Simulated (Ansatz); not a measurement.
Geometry optimisation, DFT PBEsol, scalar-relativistic, plane waves, PAW (Ansatz 0.2.0).

input.yaml

```yaml
crystal:
  lattice:
    - [7.67918, 0.0, 0.0]
    - [3.83959, 6.650365, 0.0]
    - [0.0, 0.0, 19.868765]
  atoms:
    - { symbol: H, position: [0.1666667, 0.1666667, 0.0503303] }
    - { symbol: H, position: [0.6666667, 0.1666667, 0.0503303] }
    - { symbol: H, position: [0.1666667, 0.6666667, 0.0503303] }
    - { symbol: H, position: [0.6666667, 0.6666667, 0.0503303] }
    - { symbol: Si, position: [0.1666667, 0.1666667, 0.1258256] }
    - { symbol: Si, position: [0.6666667, 0.1666667, 0.1258256] }
    - { symbol: Si, position: [0.1666667, 0.6666667, 0.1258256] }
    - { symbol: Si, position: [0.6666667, 0.6666667, 0.1258256] }
    - { symbol: Si, position: [-0.1666667, 0.3333333, 0.1652721] }
    - { symbol: Si, position: [0.3333333, 0.3333333, 0.1652721] }
    - { symbol: Si, position: [-0.1666667, 0.8333333, 0.1652721] }
    - { symbol: Si, position: [0.3333333, 0.8333333, 0.1652721] }
    - { symbol: Si, position: [-0.1666667, 0.3333333, 0.2836116] }
    - { symbol: Si, position: [0.3333333, 0.3333333, 0.2836116] }
    - { symbol: Si, position: [-0.1666667, 0.8333333, 0.2836116] }
    - { symbol: Si, position: [0.3333333, 0.8333333, 0.2836116] }
    - { symbol: Si, position: [0.0, 0.0, 0.3230581] }
    - { symbol: Si, position: [0.5, 0.0, 0.3230581] }
    - { symbol: Si, position: [0.0, 0.5, 0.3230581] }
    - { symbol: Si, position: [0.5, 0.5, 0.3230581] }
    - { symbol: H, position: [0.5, 0.0, 0.3960369] }
    - { symbol: H, position: [0.0, 0.5, 0.3960369] }
    - { symbol: H, position: [0.5, 0.5, 0.3960369] }
    - { symbol: C, position: [0.2570621, 0.4737631, 0.3804346], spin: 1.0 }
magnetization:
  spin_polarized: true
basis:
  ecutwfc: 420.0
kpoints:
  mp_grid: { grid: [2, 2, 1] }
hamiltonian:
  xc: pbesol
  pseudopotentials: { kind: paw, azcp: { folder: soft_1 } }
scf:
  occupations: { method: fermi_dirac, width: 0.02 }
  lower_state_search: "off"
relax:
  f_tol: 0.03
  max_steps: 60
  adjacent_minimum: "off"
  constraints: [{ sites: [0, 1, 2, 3, 4, 5, 6, 7] }]
```

Launched with:

```bash
$ ansatz run input.yaml --threads 2 --pin off --max-ram 5120MiB --backend cpu --events-out ev --progress --plain --runs-dir out
```

Where does it end, and by what steps?

The forces met the threshold. Limits of this set-up: coarse k mesh, thin slab, slab without dipole correction, PAW files made for another functional, a typed lattice constant that wasn't relaxed here. After 10 steps the energy has fallen by 2.773 eV; C24 moved furthest, 1.01 Å.

```
step  energy less start (eV)  largest force component (eV/Å)  accepted
   0                  0.0000                           2.294       yes
   1                 -0.6785                           2.031       yes
   2                 -1.1053                           1.187       yes
   3                 -1.6658                           1.372       yes
   4                 -2.2257                           1.271       yes
   5                 -2.5585                           0.684       yes
   6                 -2.6948                           0.370       yes
   7                 -2.7575                           0.166       yes
   8                 -2.7694                           0.071       yes
   9                 -2.7710                           0.069       yes
  10                 -2.7730                           0.021       yes
```

```xyz
24
Lattice="7.6792 0.0000 0.0000 3.8396 6.6504 0.0000 0.0000 0.0000 19.8688" Properties=species:S:1:pos:R:3
H 1.920 1.108 1.000
H 5.759 1.108 1.000
H 3.840 4.434 1.000
H 7.679 4.434 1.000
Si 1.920 1.108 2.500
Si 5.759 1.108 2.500
Si 3.840 4.434 2.500
Si 7.679 4.434 2.500
Si 0.001 2.248 3.354
Si 3.839 2.202 3.146
Si 1.912 5.541 3.255
Si 5.768 5.542 3.255
Si 0.002 2.481 5.749
Si 3.834 1.882 5.412
Si 2.032 5.699 5.582
Si 5.652 5.697 5.583
Si 0.003 0.242 6.405
Si 3.842 -0.160 6.379
Si 2.063 3.665 6.710
Si 5.624 3.666 6.717
H 3.840 0.066 7.863
H 1.567 3.852 8.121
H 6.114 3.860 8.129
C 3.844 3.239 6.553
```

Whether the end is a true minimum wasn't checked by a vibrational analysis.

The run took 4.3 min on 2 threads of Intel(R) Xeon(R) Platinum 8375C CPU @ 2.90GHz (Ice Lake) (shared host), peak memory 1.6 GiB.
